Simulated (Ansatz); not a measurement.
# TiCl3F: small, medium and large basis sets

One table from this session's results is given with a row withheld; the runs are named, their logs left out.

The runs use Ansatz 0.2.0, Gaussian basis; one geometry, several basis sets.

Plan: PBE0-D4/def2-SVP; ωB97M-V/def2-SVP; PBE0-D4/def2-QZVPP; ωB97M-V/def2-QZVPP; the functionals' def2-TZVPP values are taken from earlier runs.

## The geometry

All runs share one geometry, relaxed beforehand with PBE0-D4 in a triple-zeta def2 set.

5 atoms, charge 0, spin multiplicity 1.

Atoms are counted from 1 here; the program's logs count them from 0.

Bond lengths: F1–Ti2 1.731 Å, Ti2–Cl3 2.166 Å, Ti2–Cl4 2.166 Å, Ti2–Cl5 2.166 Å. Angles: F1–Ti2–Cl3 109.3°, F1–Ti2–Cl4 109.3°, F1–Ti2–Cl5 109.3°, Cl3–Ti2–Cl4 109.6°, Cl3–Ti2–Cl5 109.6°, Cl4–Ti2–Cl5 109.6°.

Geometry (Å):

```xyz
5
Cl3FTi
F    -0.99829    0.04636    1.49904
Ti   -0.03634   -0.01194    0.06096
Cl    1.53903   -1.47663    0.31231
Cl   -1.28829   -0.57003   -1.61577
Cl    0.83379    1.93854   -0.29795
```

The first run:

in.yaml reads:

```yaml
crystal:
  periodic: [false, false, false]
  atoms:
    - {symbol: F, position_ang: [-0.998290, 0.046362, 1.499040]}
    - {symbol: Ti, position_ang: [-0.036336, -0.011938, 0.060965]}
    - {symbol: Cl, position_ang: [1.539034, -1.476630, 0.312313]}
    - {symbol: Cl, position_ang: [-1.288294, -0.570034, -1.615766]}
    - {symbol: Cl, position_ang: [0.833786, 1.938541, -0.297952]}
basis:
  gaussian: {orbitals: def2-SVP}
hamiltonian: {xc: pbe0, dispersion: d4}
output: {orbitals: {seedname: orbitals}}
```

Run with:

```sh
$ ansatz run in.yaml --threads 4 --pin off --events-out ev --progress --plain --max-ram 10444MiB
```

Steps of the session up to this table: PBE0-D4 in def2-SVP; ωB97M-V in def2-SVP; PBE0-D4 in def2-QZVPP; ωB97M-V in def2-QZVPP.

One table of the session follows, with a row left open; its other results are not shown here.

It belongs to the step «Functionals by basis». 

| functional | basis | HOMO (eV) | LUMO (eV) |
| --- | --- | --- | --- |
| PBE0-D4 | def2-SVP | -9.57 | -3.77 |
| PBE0-D4 | def2-TZVPP | -9.66 | -3.67 |
| PBE0-D4 | def2-QZVPP | -9.66 | -3.68 |
| ωB97M-V | def2-SVP | ? | ? |
| ωB97M-V | def2-TZVPP | -11.81 | -1.51 |
| ωB97M-V | def2-QZVPP | -11.83 | -1.53 |

Q: Estimate the row for ωB97M-V, def2-SVP from the others.

**Answer.** HOMO (eV): -11.65; LUMO (eV): -1.55. In the column «HOMO (eV)» it lies between ωB97M-V, def2-TZVPP (-11.81) and PBE0-D4, def2-TZVPP (-9.66).
